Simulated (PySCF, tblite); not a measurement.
**C₃H₁₁ClSi₂: geometry, infrared bands and NMR shifts**

What infrared bands and NMR shifts should C₃H₁₁ClSi₂ (`C[Si@H]([SiH3])CCCl`) show?

Programs: tblite 0.8.0 and PySCF 2.14.0, with density-fitted response routines of our own. Each step states its level of theory. These are calculated values for one molecule in the gas phase, unless marked as measured. Atoms are numbered from 0 throughout.

**1. The starting structure**

17 atoms, charge 0, multiplicity 1; geometry from: force field or distance geometry start.

Bonds of the start (Å): C0–Si1 1.84, Si1–Si2 2.26, Si1–C3 1.84, C3–C4 1.50, C4–Cl5 1.79, C0–H6 1.12, C0–H7 1.10, C0–H8 1.11, Si1–H9 1.46, Si2–H10 1.47, Si2–H11 1.49, Si2–H12 1.46, C3–H13 1.11, C3–H14 1.11, C4–H15 1.12, C4–H16 1.12.

**2. Relaxing the molecule with GFN2-xTB**

What the job is given:

```
{"job": {"kind": "relax", "xc": "GFN2-xTB", "basis": "xTB"}, "charge": 0, "multiplicity": 1}
C     -0.587100     1.836800    -0.214500
Si    -0.630100     0.021600    -0.528500
Si    -2.013700    -1.050500     0.901100
C      1.023400    -0.788300    -0.531300
C      2.136600     0.004000     0.088000
Cl     3.597700    -1.013800    -0.058500
H     -0.810100     2.103800     0.849500
H      0.354900     2.289800    -0.548500
H     -1.402200     2.302000    -0.803400
H     -1.219400    -0.183300    -1.850600
H     -1.898400    -2.506600     0.734700
H     -3.428800    -0.715800     0.564900
H     -1.774400    -0.684300     2.298100
H      0.967300    -1.772100    -0.019400
H      1.297100    -0.971900    -1.589000
H      2.003100     0.196900     1.179400
H      2.377100     0.943600    -0.482000
```

Started as:

```console
$ OMP_NUM_THREADS=1 python probes_run.py task.json out
```

This one command runs all jobs of the session in turn.

**Question.** This job is followed by: GFN2-xTB harmonic vibrations, gas phase; GIAO PBE0/pcSseg-1 NMR shielding, non-relativistic, gas phase. Predict these results of the whole session: strongest single infrared mode (GFN2-xTB); zero-point energy (GFN2-xTB); ¹³C shifts against TMS (PBE0/pcSseg-1); ¹H shifts against TMS (PBE0/pcSseg-1, means over atoms taken as alike); ²⁹Si shifts against TMS (PBE0/pcSseg-1); ³⁵Cl shifts against HCl (PBE0/pcSseg-1).

The runs gave:

| quantity | value |
| --- | --- |
| strongest single infrared mode (GFN2-xTB) | 780 cm⁻¹, 579 km/mol |
| zero-point energy (GFN2-xTB) | 78.1 kcal/mol |
| ¹³C shifts against TMS (PBE0/pcSseg-1) | 49.8, 23.8, -5.7 ppm |
| ¹H shifts against TMS (PBE0/pcSseg-1, means over atoms taken as alike) | 4.38, 3.61, 3.53, 3.38, 1.47, 1.27, 0.22 ppm |
| ²⁹Si shifts against TMS (PBE0/pcSseg-1) | -46.9, -120.1 ppm |
| ³⁵Cl shifts against HCl (PBE0/pcSseg-1) | 144 ppm |

In words: Over 149 steps the energy fell by 0.426 eV; of the close pairs, Si1–C3 changed most, 1.841 to 1.921 Å. No mode is imaginary among the 45: a minimum at this level. The strongest single mode, at 780 cm⁻¹, has its largest shares on H10, H11 and H12 (the list is cut at 3 atoms). Unscaled tight-binding wavenumbers are off by several per cent, some by more. Its intensities can rank the bands wrongly. At PBE0/pcSseg-1: The widest tensor belongs to Cl5: span 499 ppm, with a paramagnetic part of -338 ppm.
